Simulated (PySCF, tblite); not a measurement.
# C₇H₅BF₂N₂S: excited states

Aim: compute the excited states of C₇H₅BF₂N₂S (`Cc1ccc(B(F)F)c2nsnc12`).

Computed with tblite 0.8.0 and PySCF 2.14.0 and routines of our own; the level stands in each step. Atoms count from 0.

## 1. The system as given

18 atoms, charge 0, multiplicity 1; geometry from: force field or distance geometry start.

## 2. Relaxing the molecule with GFN2-xTB

What the job is given:

```
{"job": {"kind": "relax", "xc": "GFN2-xTB", "basis": "xTB"}, "charge": 0, "multiplicity": 1}
C     -2.766600    -0.373400    -0.104900
C     -1.283400    -0.268000    -0.021600
C     -0.508800    -1.364200     0.452200
C      0.878400    -1.269800     0.529300
C      1.559100    -0.105300     0.176500
B      3.128900    -0.053600     0.282400
F      3.869800     1.138600    -0.088100
F      3.870800    -1.199200     0.770300
C      0.814100     0.988500    -0.292200
N      1.360400     2.170900    -0.670800
S      0.010600     3.021000    -1.101600
N     -1.266200     2.003600    -0.837700
C     -0.617500     0.905700    -0.372900
H     -3.136000    -1.366900     0.224200
H     -3.099200    -0.202900    -1.153000
H     -3.243400     0.406000     0.552400
H     -1.004800    -2.278600     0.745500
H      1.425000    -2.145800     0.898400
```

Launch:

```console
$ OMP_NUM_THREADS=1 python excited_run.py task.json out
```

This one command runs all jobs of the session in turn.

Log:

```text
step      E/eV     max force
  0   -1017.44126    3.673
  1   -1018.17197    2.435
  2   -1018.44852    2.475
  3   -1018.51697    0.541
  4   -1018.53133    0.408
  5   -1018.54161    0.146
  6   -1018.54353    0.095
  7   -1018.54442    0.059
  8   -1018.54472    0.050
  9   -1018.54516    0.056
 10   -1018.54542    0.035
 11   -1018.54559    0.024
 12   -1018.54571    0.033
 13   -1018.54588    0.039
 14   -1018.54609    0.037
 15   -1018.54627    0.027
 16   -1018.54639    0.022
 17   -1018.54646    0.020
 18   -1018.54653    0.020
 19   -1018.54661    0.020
 20   -1018.54670    0.020
 21   -1018.54679    0.018
 22   -1018.54684    0.014
 23   -1018.54688    0.012
 24   -1018.54690    0.011
 25   -1018.54692    0.009
```

It took 0.22 s on 1 thread of Arm Neoverse V2, shared host.

The steps of the relaxation:

```csv
step,energy from step 0 (eV),largest force (eV/Å)
0,0.0000,3.6731
1,-0.7307,2.4350
2,-1.0073,2.4745
3,-1.0757,0.5407
4,-1.0901,0.4082
5,-1.1003,0.1459
6,-1.1023,0.0951
7,-1.1032,0.0593
8,-1.1035,0.0502
9,-1.1039,0.0563
10,-1.1042,0.0355
11,-1.1043,0.0244
12,-1.1044,0.0330
13,-1.1046,0.0391
14,-1.1048,0.0373
15,-1.1050,0.0274
16,-1.1051,0.0221
17,-1.1052,0.0200
18,-1.1053,0.0204
19,-1.1053,0.0202
20,-1.1054,0.0197
21,-1.1055,0.0185
22,-1.1056,0.0144
23,-1.1056,0.0124
24,-1.1056,0.0114
25,-1.1057,0.0092
```

Close pairs (by a distance rule), those that changed most:

```csv
bond,before (Å),after (Å),change (Å)
B5–F6,1.452,1.316,-0.136
B5–F7,1.449,1.325,-0.124
C1–C2,1.423,1.374,-0.049
N9–S10,1.652,1.603,-0.049
S10–N11,1.654,1.605,-0.049
C0–H15,1.126,1.089,-0.037
C4–B5,1.574,1.549,-0.025
C8–N9,1.356,1.332,-0.025
```

The end geometry stands in the next job.

## 3. Harmonic vibrations with GFN2-xTB

What the job is given:

```
{"job": {"kind": "ir", "xc": "GFN2-xTB", "basis": "xTB"}, "charge": 0, "multiplicity": 1}
C     -2.780350    -0.378946    -0.099089
C     -1.295185    -0.308038     0.000833
C     -0.510390    -1.345110     0.444150
C      0.887090    -1.249496     0.528839
C      1.594482    -0.112892     0.175862
B      3.138390    -0.056967     0.287334
F      3.880888     0.982253    -0.029678
F      3.834279    -1.095383     0.726930
C      0.812080     0.976899    -0.286730
N      1.247788     2.170956    -0.683816
S     -0.010500     3.065934    -1.115793
N     -1.176337     2.000961    -0.827520
C     -0.620978     0.876034    -0.371841
H     -3.148283    -1.351249     0.216473
H     -3.091298    -0.188604    -1.125160
H     -3.229099     0.396928     0.519345
H     -0.980788    -2.271428     0.740750
H      1.439451    -2.105536     0.887453
```

Log:

```text
mode    cm-1     km/mol
  1      39.4      0.07
  2      47.6      0.57
  3      76.2      0.57
  4      98.0      0.38
  5     159.5      0.29
  6     183.0      1.52
  7     225.3      1.38
  8     277.3      7.33
  9     286.2      3.77
 10     307.0      0.91
 11     443.8     30.38
 12     465.4      5.27
 13     491.3     26.02
 14     501.6      3.18
 15     544.0      0.01
 16     563.6      0.90
 17     569.3      5.03
 18     609.6     98.20
 19     680.5      6.18
 20     736.7      4.50
 21     769.3      5.48
 22     835.0      7.00
 23     869.4     95.91
 24     894.9     57.41
 25     915.4      0.21
 26     952.2     15.54
 27     990.9      7.53
 28    1021.3      9.68
 29    1097.8      6.65
 30    1142.4     54.26
 31    1230.9    122.50
 32    1254.0    333.51
 33    1276.2    186.00
 34    1309.6    216.85
 35    1314.4      0.62
 36    1355.4    174.78
 37    1382.9     65.19
 38    1398.1      3.98
 39    1454.0      6.90
 40    1468.0      6.59
 41    1497.2     18.62
 42    1538.0    159.96
 43    1571.7      7.00
 44    3013.1      9.83
 45    3029.9      5.31
 46    3051.2     20.54
 47    3080.6     16.00
 48    3093.1     22.65
```

Run time: 0.82 s. Hardware: 1 thread of Arm Neoverse V2, shared host.

Which atoms move in the most intense modes:

```csv
cm⁻¹,km/mol,atoms
610,98.2,"C4 32 %, B5 29 %, C12 19 %"
869,95.9,"N11 39 %, N9 28 %, S10 25 %"
1231,122.5,"H17 34 %, C1 18 %, B5 13 %, C8 13 %"
1254,333.5,"B5 59 %, F7 14 %, H17 12 %"
1276,186.0,"H16 23 %, B5 23 %, C8 14 %, C12 12 %"
1310,216.8,"B5 21 %, C3 14 %, C12 12 %, H17 12 %"
1355,174.8,"C4 22 %, C8 18 %, B5 13 %, N9 12 %"
1538,160.0,"C12 27 %, C3 21 %, C1 17 %, C2 16 %"
```

## 4. Excited states: TDA CAM-B3LYP/def2-SVP

The job, as its differences from that of step 3:

```diff
@@ -1,2 +1,2 @@
-{"job": {"kind": "ir", "xc": "GFN2-xTB", "basis": "xTB"}, "charge": 0, "multiplicity": 1}
+{"job": {"kind": "states", "xc": "CAM-B3LYP", "basis": "def2-SVP", "tda": true, "soc": true, "nstates": 6, "ntriplets": 6, "nquad": 4}, "charge": 0, "multiplicity": 1}
 C     -2.780350    -0.378946    -0.099089
```

Method: TDA CAM-B3LYP/def2-SVP excited states, vertical, gas phase, spin-orbit mean-field couplings.

Log:

```text
coarse grid: 17712 points
cycle   1  E = -1001.0299188240  dE =  2.905e+00  |g| = 7.652e-01  |ddm| = 6.123e+00
cycle   2  E = -1001.0307627398  dE = -8.439e-04  |g| = 8.565e-01  |ddm| = 1.819e+00
cycle   3  E = -1001.1506168541  dE = -1.199e-01  |g| = 6.782e-02  |ddm| = 8.820e-01
cycle   4  E = -1001.1513644495  dE = -7.476e-04  |g| = 3.993e-02  |ddm| = 1.334e-01
cycle   5  E = -1001.1517510551  dE = -3.866e-04  |g| = 1.296e-02  |ddm| = 5.986e-02
cycle   6  E = -1001.1517912307  dE = -4.018e-05  |g| = 5.658e-03  |ddm| = 1.874e-02
cycle   7  E = -1001.1518001867  dE = -8.956e-06  |g| = 1.941e-03  |ddm| = 7.924e-03
final grid: 173464 points
cycle   8  E = -1001.2820904476  dE = -5.698e-05  |g| = 4.817e-03  |ddm| = 4.626e-02
cycle   9  E = -1001.2820848772  dE =  5.570e-06  |g| = 6.977e-03  |ddm| = 1.319e-02
cycle  10  E = -1001.2820961352  dE = -1.126e-05  |g| = 1.356e-03  |ddm| = 7.840e-03
cycle  11  E = -1001.2820965675  dE = -4.323e-07  |g| = 3.326e-04  |ddm| = 1.565e-03
cycle  12  E = -1001.2820966099  dE = -4.237e-08  |g| = 1.427e-04  |ddm| = 6.895e-04
cycle  13  E = -1001.2820966200  dE = -1.013e-08  |g| = 5.822e-05  |ddm| = 2.681e-04
cycle  14  E = -1001.2820966225  dE = -2.481e-09  |g| = 2.842e-05  |ddm| = 1.678e-04
cycle  15  E = -1001.2820966229  dE = -4.441e-10  |g| = 6.464e-06  |ddm| = 7.756e-05
converged SCF energy = -1001.2820966229

Singlet excitations
state   eV       nm        f     d(h-e)  d(exc)  Lambda  PR(NTO)  |dmu|/D   mu/D   main configurations
  1   4.3998   281.8   0.22103   0.947   3.419   0.816   1.136    2.213    4.770   H->L 0.92
  2   4.5220   274.2   0.00000   0.600   2.814   0.421   1.010    1.479    2.849   H-2->L 0.91
  3   4.8654   254.8   0.24429   0.223   3.181   0.657   1.444    0.633    3.138   H-1->L 0.80, H->L+2 0.14
  4   5.2562   235.9   0.00093   0.087   3.016   0.525   1.044    0.278    3.198   H-3->L 0.95
  5   6.0820   203.9   0.11366   0.671   3.532   0.720   1.515                     H->L+1 0.76, H-4->L 0.17
  6   6.5753   188.6   0.11545   0.605   2.979   0.704   1.689                     H-4->L 0.73, H->L+1 0.16

Triplet excitations (Tamm-Dancoff)
state   eV     d(h-e)  d(exc)  Lambda  PR(NTO)   main configurations
  1   2.5434   0.392   3.054   0.821   1.120   H->L 0.93
  2   3.4040   0.102   3.078   0.652   1.049   H-1->L 0.95
  3   3.8827   0.390   2.635   0.420   1.034   H-2->L 0.82, H-2->L+1 0.14
  4   4.1897   0.186   2.526   0.717   1.950   H->L+1 0.46, H-4->L 0.42
  5   4.7912   0.086   2.824   0.521   1.113   H-3->L 0.85
  6   4.9867   0.029   2.625   0.703   2.560   H->L+2 0.39, H-5->L 0.22, H-1->L+1 0.19
S1 - T1 = 1.8564 eV

Spin-orbit couplings |<S|Hso|T>| (cm-1)
             T1       T2       T3       T4       T5       T6
S0        0.376    0.069   73.413    0.533   16.674    0.214
S1        0.006    0.171    6.105    0.020   12.384    0.024
S2        3.639   34.251    0.276    1.568    4.174   11.578
S3        0.032    0.036   31.672    0.038   24.317    0.021
S4        7.260   30.406    6.583    3.767    0.018   14.720
S5        0.026    0.045    0.187    0.015    1.265    0.007
S6        0.053    0.247   13.775    0.074   17.563    0.116
T1 sublevels (cm-1): 0.000 0.000 0.002   radiative rates (1/s): 0.0373 0.00663 1.56
```

Wall time 89 s (1 thread of Arm Neoverse V2, shared host); peak memory 1.1 GiB.

In short:

```csv
quantity,value
S1 less T1,1.86 eV
```

The fields below are evaluated on a grid from the run's orbitals.

Frontier orbitals at CAM-B3LYP/def2-SVP, with the share of their density that lies nearest to each atom:

```csv
orbital,energy (eV),lies on
HOMO,-8.25,"C1, C4 about 21 % each; N9, N11 about 12 % each; C2 11 %"
LUMO,-1.62,"S10 19 %; N9, N11 about 13 % each; C1 14 %"
```

ELF in a plane through or near 16 of the atoms.

Ten even steps from '0' (0.00) to '9' (1.00):
```
0000000000000000000000000000
0000000000000000000000000000
0000000000000000000000000000
0000000000000000000000000000
0000000003871018970000000000
0000011007997059992000000000
0001478604997469970299800000
0003755700514816510899910000
0002688634683746845899700000
0000021879244025458424100000
0004688457696558855465100000
0004827700426735410121000000
0001488402585447852000000000
0000022049746244798400000000
0000000079977138798600000000
0000000034332624123100000000
0000000000038897100000000000
0000000000037986200000000000
0000000000001331000000000000
0000000000000000000000000000
```
The map spans 13.0 Å across and 11.7 Å up, centred on the molecule. Atoms in the plane (x, y in Å): C0 (2.8, 0.2), C1 (1.3, 0.3), C2 (0.5, 1.4), C3 (-0.9, 1.4), C4 (-1.6, 0.2), B5 (-3.1, 0.2), F6 (-3.9, -0.8), F7 (-3.8, 1.4), C8 (-0.8, -1.0), N9 (-1.3, -2.2), S10 (-0.1, -3.3), N11 (1.1, -2.2), C12 (0.6, -1.0), H13 (3.2, 1.3), H16 (1.0, 2.4), H17 (-1.4, 2.3).

log10 of the density (e/Å³) in the same plane.

Values, 10 rows by 14 columns:
```
-4.0 -4.0 -4.0 -4.0 -4.0 -4.0 -4.0 -4.0 -4.0 -4.0 -4.0 -4.0 -4.0 -4.0
-4.0 -4.0 -4.0 -4.0 -4.0 -3.8 -3.9 -3.9 -3.7 -4.0 -4.0 -4.0 -4.0 -4.0
-4.0 -4.0 -4.0 -3.3 -2.7 -1.7 -1.9 -1.9 -1.6 -2.5 -3.4 -3.9 -4.0 -4.0
-4.0 -2.8 -0.9  0.0 -1.3 -0.2  0.0 -0.1  0.2 -1.4 -1.1 -1.8 -3.4 -4.0
-4.0 -2.3 -0.5  0.6 -0.4  0.0  0.2  0.1  0.2 -0.3  0.2 -1.0 -2.9 -4.0
-4.0 -2.1 -0.3  0.5 -0.3  0.1  0.1  0.0  0.3 -0.2 -0.1 -1.2 -2.9 -4.0
-4.0 -2.5 -0.7  0.0 -1.2 -0.1  0.2  0.1  0.3 -1.0 -1.9 -2.4 -3.7 -4.0
-4.0 -4.0 -3.8 -3.0 -1.2  0.0  0.2  0.3  0.2 -0.9 -2.7 -4.0 -4.0 -4.0
-4.0 -4.0 -4.0 -4.0 -2.8 -1.7 -0.3 -0.1 -1.2 -2.5 -4.0 -4.0 -4.0 -4.0
-4.0 -4.0 -4.0 -4.0 -4.0 -3.3 -2.2 -2.0 -2.7 -4.0 -4.0 -4.0 -4.0 -4.0
```
The map spans 13.0 Å across and 11.7 Å up, centred on the molecule. Atoms in the plane (x, y in Å): C0 (2.8, 0.2), C1 (1.3, 0.3), C2 (0.5, 1.4), C3 (-0.9, 1.4), C4 (-1.6, 0.2), B5 (-3.1, 0.2), F6 (-3.9, -0.8), F7 (-3.8, 1.4), C8 (-0.8, -1.0), N9 (-1.3, -2.2), S10 (-0.1, -3.3), N11 (1.1, -2.2), C12 (0.6, -1.0), H13 (3.2, 1.3), H16 (1.0, 2.4), H17 (-1.4, 2.3).

On the surface of density 0.002 e/bohr³ the electrostatic potential runs, from the 1st to the 99th percentile, from -1.53 V near N9 to 1.21 V near B5.

## 5. What came out

```
                                                                  quantity                  value
                                 strongest single infrared mode (GFN2-xTB)  1254 cm⁻¹, 334 km/mol
                                              zero-point energy (GFN2-xTB)          71.6 kcal/mol
                               S1 less T1 (step 4, TDA CAM-B3LYP/def2-SVP)                1.86 eV
potential on the surface of density 0.002 e/bohr³, 1st and 99th percentile     -1.53 V and 1.21 V
```

In words: No mode is imaginary among the 48: a minimum at this level. The strongest single mode, at 1254 cm⁻¹, moves mainly B5. GFN2-xTB is a fitted tight-binding method: band positions and strengths are rough. Its intensities can rank the bands wrongly. In step 4, the number of triplets below S1 is 4, and the largest singlet-triplet spin-orbit coupling is S0–T3, 73.41 cm⁻¹. At CAM-B3LYP/def2-SVP, counted by nearest atom on the grid, the HOMO lies on C1, C4 about 21 % each; N9, N11 about 12 % each, the LUMO on S10 19 %; N9, N11 about 13 % each.
